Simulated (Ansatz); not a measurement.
# H8NaO4: the cost of one run

Computed with Ansatz 0.2.0 (the levels named in each step, unless a step's input says otherwise).

## Step 1: The system as given

Bond lengths: O1–Na5 2.388 Å, O2–Na5 2.417 Å, O3–Na5 2.447 Å, O4–Na5 2.449 Å, O1–H6 0.987 Å, O1–H7 0.988 Å, O2–H8 0.985 Å, O2–H9 0.986 Å, O3–H10 0.984 Å, O3–H11 0.984 Å, O4–H12 0.980 Å, O4–H13 0.981 Å. Angles (14 of 18 angles, heavy atoms first): O1–Na5–O2 110.3°, O1–Na5–O3 110.1°, O1–Na5–O4 110.0°, O2–Na5–O3 109.9°, O2–Na5–O4 108.8°, O3–Na5–O4 107.7°, Na5–O1–H6 126.2°, Na5–O1–H7 126.2°, Na5–O2–H8 125.9°, Na5–O2–H9 126.4°, Na5–O3–H10 126.2°, Na5–O3–H11 125.1°, Na5–O4–H12 126.0°, Na5–O4–H13 126.1°.

Structure file:

```xyz
13

O    -1.9018    1.4417    0.3468
O    -0.6512   -2.2971    0.4136
O     0.8085    0.2413   -2.2854
O     1.7877    0.6138    1.5268
Na   -0.0282    0.0021    0.0019
H    -1.8733    2.4239    0.4392
H    -2.8463    1.1618    0.4257
H    -0.1573   -3.0925    0.1068
H    -1.4563   -2.6082    0.8897
H     1.2149   -0.4686   -2.8319
H     0.6424    1.0149   -2.8702
H     2.7444    0.4642    1.3739
H     1.6881    1.0622    2.3940
```

## Step 2: A rough first relaxation, PBE-D4/def2-SVP

input.yaml reads:

```yaml
crystal:
  periodic: [false, false, false]
  atoms:
    - { symbol: O, position_ang: [-1.90178, 1.44168, 0.3468] }
    - { symbol: O, position_ang: [-0.65115, -2.29713, 0.41357] }
    - { symbol: O, position_ang: [0.80847, 0.24128, -2.28538] }
    - { symbol: O, position_ang: [1.78771, 0.61378, 1.52684] }
    - { symbol: Na, position_ang: [-0.02819, 0.00212, 0.00191] }
    - { symbol: H, position_ang: [-1.87326, 2.42386, 0.43924] }
    - { symbol: H, position_ang: [-2.8463, 1.16177, 0.42567] }
    - { symbol: H, position_ang: [-0.15734, -3.0925, 0.10681] }
    - { symbol: H, position_ang: [-1.45634, -2.60823, 0.8897] }
    - { symbol: H, position_ang: [1.21486, -0.46857, -2.83187] }
    - { symbol: H, position_ang: [0.64238, 1.01489, -2.87017] }
    - { symbol: H, position_ang: [2.74444, 0.46424, 1.37391] }
    - { symbol: H, position_ang: [1.68805, 1.06218, 2.39403] }
magnetization:
  spin_polarized: true
  initial_magnetization: 1
basis:
  gaussian: { orbitals: def2-SVP }
hamiltonian:
  xc: pbe
  dispersion: d4
relax:
  f_tol: 0.03
  max_steps: 200
```

Run with:

```sh
ansatz run input.yaml --threads 4 --pin off --max-ram 10240MiB --backend cpu --events-out ev --progress --plain --runs-dir out
```

Q: Estimate wall time and peak memory on 4 threads of Intel Xeon at 2.50GHz (Skylake/Cascade Lake), shared host.

About 99 s, with a peak of 0.2 GiB.
